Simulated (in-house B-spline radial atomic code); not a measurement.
# In¹³⁺: convergence of RPA and G0W0 with the partial waves of the empty states

How many partial waves does In¹³⁺ need? The cut on the empty states is raised step by step on a Hartree-Fock start.

Method: RPA, second order, AC-SOSEX and G0W0 (contour deformation) on a scalar-relativistic mean field, all electrons; no spin-orbit coupling, Breit or QED terms, no two-electron picture change. Code: an in-house B-spline radial atomic code, version 1.

### 1 What is computed

* element: indium (Z = 49)
* charge: +13
* electrons: 36
* configuration: [Ar] 3d10 4s2 4p6
* Hamiltonian: scalar-relativistic (spin-free one-electron X2C), finite nucleus
* values of lmax: 4, 5, 6, 7, 8, 9, 10, 11

Outer shells as boxes (Hund's rule):

In13+
```
[Ar] core
3d [↑↓][↑↓][↑↓][↑↓][↑↓]
4s [↑↓]
4p [↑↓][↑↓][↑↓]
```

### 2 The run with lmax = 4

The run's settings:

```ini
Z = 49
electrons = 36.0
configuration = [Ar] 3d10 4s2 4p6
hamiltonian = x2c
method = hf
lmax = 4
rms_radius = 4.6156
spin_polarised = False
box_radius = 5.53
intervals = 64
```

Command:

```bash
> python run_gw.py task.json out
```

The settings of every run stand in task.json; they run in order.

The runs that follow: The run with lmax = 5; The run with lmax = 6; The run with lmax = 7; The run with lmax = 8; The run with lmax = 9; The run with lmax = 10; The run with lmax = 11.

**Question.** What will these runs give? Wanted: highest level, mean field; highest level, G0W0; RPA correlation energy; RPA+SOSEX.

The runs gave:

| quantity | value |
| --- | --- |
| highest level, mean field (range over the runs) | -344.743 eV |
| highest level, G0W0 (range over the runs) | -345.944 to -345.907 eV |
| RPA correlation energy | -2.747 to -2.714 hartree |
| RPA+SOSEX | -1.9415 to -1.9057 hartree |
| tabulated theoretical ionisation energy (4p shell) | 341.00 ± 3 eV (NIST Atomic Spectra Database, ionization energies) |
| G0W0 removal energy less that value | +4.91 to +4.94 eV |

What this shows: At lmax = 4 the plain sum holds 86.9 % of the last extrapolated value, at lmax = 11 it holds 99.3 %. With the tail added, the runs differ from the last by up to 1.2 %, and from lmax = 8 on all values lie within 0.5 % of the last; the plain sum reaches 99 % at lmax = 10. The extrapolated value still moves by 1.3 millihartree in the last step. The G0W0 level varies by 0.037 eV over the range. At the highest cut G0W0 misses the tabulated theoretical ionisation energy, 341.00 ± 3 eV, by +4.91 eV (+1.4 %). The tabulated value's own uncertainty covers most of the miss, so the miss is not established.
